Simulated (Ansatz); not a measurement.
## Sn3Se: equation of state with LDA

The system is Sn3Se.

```xyz
4
Lattice="4.7419 0.0000 0.0000 0.0000 4.7419 0.0000 0.0000 0.0000 4.7419" Properties=species:S:1:pos:R:3 pbc="T T T"
Sn    2.3709    2.3709    0.0000
Sn    2.3709    0.0000    2.3709
Sn    0.0000    2.3709    2.3709
Se    0.0000    0.0000    0.0000
```

The cell comes from a database or a generator and needn't be the stable form of this composition.

```
Program             : Ansatz 0.2.0
Task                : equation of state
Functional          : LDA
Potentials or basis : all-electron LAPW, scalar-relativistic
Basis error allowed : 0.002 eV/atom
k mesh              : 6 × 6 × 6
Occupations         : fermi-dirac, width 0.05 eV
Spin                : no spin polarisation
```

| Property | Result |
| --- | --- |
| Equilibrium volume | 24.63 Å³/atom (rough: see the caveat) |
| Bulk modulus | 59 GPa (rough) |

Energy against volume, from the lowest point:
```tsv
volume (Å³/atom)	energy (meV/atom)
25.056	0.00
25.590	5.09
26.123	13.62
26.656	25.23
27.189	39.56
27.722	56.33
28.255	75.23
```

All runs of the series together: 54 s on 2 threads of Arm Neoverse V2 (shared host).

Caveat: the minimum lies outside the volumes run.
